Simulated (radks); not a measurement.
# K³⁺ in [He] 2s2 2p4 3s2 3p4 3d2: an all-electron calculation

What are the levels of the potassium ion K3+, how large are its shells, and how does its energy divide?

The numbers are computed with radks (a radial shooting solver on a logarithmic mesh, Libxc functionals) version 1 (scalar-relativistic Kohn-Sham, r2SCAN, spin-unpolarised, spherical densities, finite nucleus), except any that are marked as measured or tabulated.

## 1. The atom as given

| Item | Value |
| --- | --- |
| element | potassium (Z = 19) |
| charge | +3 |
| electrons | 16 |
| configuration | [He] 2s2 2p4 3s2 3p4 3d2 |
| nuclear rms radius | 3.4349 fm |

Outer shells as boxes (Hund's rule):

K³⁺
```
[He] core
2s [↑↓]
2p [↑↓][↑ ][↑ ]
3s [↑↓]
3p [↑↓][↑ ][↑ ]
3d [↑ ][↑ ][  ][  ][  ]
```

## 2. The calculation

Settings of this run:

```text
Z 19
configuration [He] 2s2 2p4 3s2 3p4 3d2 4s0 4p0
relativity scalar-relativistic
functional r2scan,r2scan
spin unpolarised
nucleus finite rms 3.4349 fm
c 137.035999084
```

What does the calculation give?

**Answer**, as computed:

```
                        quantity                value
                    total energy   -575.23625 hartree
exchange-correlation share of it               5.11 %
                            −T/E               1.0063
          highest occupied level       3d, -35.580 eV
    most extended occupied level  3d, <r> = 1.28 bohr
 radius at density 0.001 e/bohr³            2.94 bohr
    maxima of the radial density                    3
```

3 principal shells are occupied and 3 maxima appear in the radial density. −T/E is 1.006: with relativity the kinetic term as defined here no longer equals −E. This is not the tabulated ground configuration, so its levels and sizes aren't those of the ground state, and no measured value stands beside it.
